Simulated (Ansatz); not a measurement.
NaLaMnMoO6:

```
Na La Mn Mo O
1.0
     4.72242   -2.73688    0.00000
     4.72242    2.73688    0.00000
    -3.17602    0.00000    4.47137
Na La Mn Mo O
1 1 1 1 6
Direct
  0.25021 0.25021 0.74459
  0.75117 0.75117 0.25707
  0.49918 0.49918 0.49917
  0.00110 0.00110 0.00114
  0.28503 0.78106 0.28520
  0.78106 0.28503 0.28520
  0.25187 0.25187 0.18775
  0.74777 0.74777 0.81124
  0.21883 0.71407 0.71525
  0.71407 0.21883 0.71525
```

The cell was built by a generator and needn't be a form met in nature.

Base run:

* Program: Ansatz 0.2.0
* Functional: PBE
* Potentials or basis: Ansatz PAW
* Cutoff: 420 eV (not typed: the program's choice for these potentials)
* k mesh: 6 × 6 × 6
* Occupations: fermi-dirac, width 0.05 eV
* Spin: collinear spin, ferromagnetic start
* Starting moments: [0.0, 0.0, 4.0, 1.0, 0.0, 0.0, 0.0, 0.0, 0.0, 0.0] μB
* Hubbard terms: La f U = 4 eV, Mn d U = 4 eV, Mo d U = 4 eV

Its results: band gap on the k mesh none (metal or under the smearing width); pressure 9.6 GPa; net moment 5.00 μB per cell; site moments Na +0.00; La +0.01; Mn +3.35; Mo +0.64; O +0.01, -0.02 μB; largest force 1.732 eV/Å.

Question: The run is repeated on the same cell with these changes: hubbard terms from La f U = 4 eV, Mn d U = 4 eV, Mo d U = 4 eV to La f U = 2 eV, Mn d U = 2 eV, Mo d U = 2 eV. What comes out?

Answer: Band gap on the k mesh none (metal or under the smearing width); pressure 4.3 GPa; net moment 2.50 μB per cell; site moments Na +0.00; La -0.01; Mn +2.89; Mo -0.49; O +0.01 μB; largest force 0.533 eV/Å.

Caveats: the magnetic or orbital state may not be the lowest; a cell with one magnetic atom can't hold antiferromagnetic order, which such compounds often take; the density of states is complete only up to the lowest level of the last band computed; forces of over 1 eV/Å show positions far from the minimum, so gaps and moduli don't describe the material at rest (some runs); the starting moments weren't kept (some runs).
